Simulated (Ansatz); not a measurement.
**CH3ClOSW: taking an electron away**

An exercise on one series of results from a longer session: the logs are not shown, and one member is left open.

The runs use Ansatz 0.2.0, Gaussian basis; unrestricted cation, the program's frozen cores in correlated methods.

Levels to be run: UKS PBE-D4/def2-TZVPP; UKS r2SCAN-D4/def2-TZVPP; UKS PBE0-D4/def2-TZVPP; UKS B3LYP-D4/def2-TZVPP; UKS wB97X-V/def2-TZVPP; UKS wB97M-V/def2-TZVPP; UKS B2PLYP/def2-TZVPP; UHF-CCSD(T)/def2-TZVPP; UHF-MP2/def2-QZVPP; extrapolation to the limit; then −ε(HOMO) from the neutral's earlier runs with LDA (SPW92), PBE-D4, revPBE-D4, BLYP-D4, r2SCAN-D4, B97M-V, PBE0-D4, B3LYP-D4, r2SCANh-D4, r2SCAN0-D4, HSE06-D4, BHLYP-D4, CAM-B3LYP-D4, LC-ωPBE, ωB97X-V, ωB97M-V.

## The geometry

All runs share one geometry, relaxed beforehand with PBE0-D4 in a triple-zeta def2 set. W takes the def2 core potential; no spin-orbit term is included.

SMILES `[CH3][W](=[O])(=[S])[Cl]`, 8 atoms, charge 0, spin multiplicity 1.

Atoms are counted from 1 here; the program's logs count them from 0.

Bond lengths: C1–W2 2.093 Å, C1–H6 1.096 Å, C1–H7 1.091 Å, C1–H8 1.094 Å, W2–O3 1.691 Å, W2–S4 2.124 Å, W2–Cl5 2.259 Å. Angles: W2–C1–H6 107.7°, W2–C1–H7 112.2°, W2–C1–H8 109.3°, H6–C1–H7 108.7°, H6–C1–H8 110.0°, H7–C1–H8 108.9°, C1–W2–O3 103.9°, C1–W2–S4 104.8°, C1–W2–Cl5 110.9°, O3–W2–S4 109.3°, O3–W2–Cl5 113.2°, S4–W2–Cl5 114.0°.

Set-up of the first run:

File in.yaml:

```yaml
crystal:
  periodic: [false, false, false]
  atoms:
    - {symbol: C, position_ang: [-0.908013, -0.162022, 0.649395]}
    - {symbol: W, position_ang: [0.819637, 0.101130, -0.502908]}
    - {symbol: O, position_ang: [2.000046, -0.775704, 0.331120]}
    - {symbol: S, position_ang: [0.394526, -0.866673, -2.344670]}
    - {symbol: Cl, position_ang: [1.321758, 2.293139, -0.712302]}
    - {symbol: H, position_ang: [-0.726018, 0.291464, 1.630599]}
    - {symbol: H, position_ang: [-1.152195, -1.216405, 0.790094]}
    - {symbol: H, position_ang: [-1.749742, 0.335071, 0.158672]}
basis:
  gaussian: {orbitals: def2-TZVPP}
total_charge: 1
magnetization: {spin_polarized: true, initial_magnetization: 1}
hamiltonian: {xc: pbe, dispersion: d4}
```

Run with:

```bash
ansatz run in.yaml --threads 2 --pin off --events-out ev --progress --plain --max-ram 32768MiB --backend cpu
```

Among the steps run: Cation, UKS PBE-D4/def2-TZVPP; Cation, UKS r2SCAN-D4/def2-TZVPP; Cation, UKS PBE0-D4/def2-TZVPP; Cation, UKS B3LYP-D4/def2-TZVPP; Cation, UKS wB97X-V/def2-TZVPP; Cation, UKS wB97M-V/def2-TZVPP; Cation, UKS B2PLYP (frozen core)/def2-TZVPP; Cation, UHF-CCSD(T)/def2-TZVPP; Cation, UHF-MP2/def2-QZVPP.

One of the session's tables, all rows but one given; the rest of the session is left out.

Orbital estimates, from the neutral's runs:

| functional | −ε(HOMO) (eV) |
| --- | --- |
| LDA (SPW92) | 6.84 |
| PBE-D4 | 6.68 |
| revPBE-D4 | 6.61 |
| BLYP-D4 | ? |
| r2SCAN-D4 | 6.97 |
| B97M-V | 7.01 |
| PBE0-D4 | 7.90 |
| B3LYP-D4 | 7.65 |
| r2SCANh-D4 | 7.42 |
| r2SCAN0-D4 | 8.09 |
| HSE06-D4 | 7.50 |
| BHLYP-D4 | 8.95 |
| CAM-B3LYP-D4 | 9.16 |
| LC-ωPBE | 10.49 |
| ωB97X-V | 10.15 |
| ωB97M-V | 10.00 |

**Question.** Estimate the row for BLYP-D4.

Worked estimate for «−ε(HOMO) (eV)». Against the share of exact exchange, B3LYP-D4 (0.2, 7.65), BHLYP-D4 (0.5, 8.95) give a slope of 4.33 per unit share; at 0 the line stands at 6.78.

As computed: −ε(HOMO) (eV): 6.51. In «−ε(HOMO) (eV)» the line misses by +0.27.
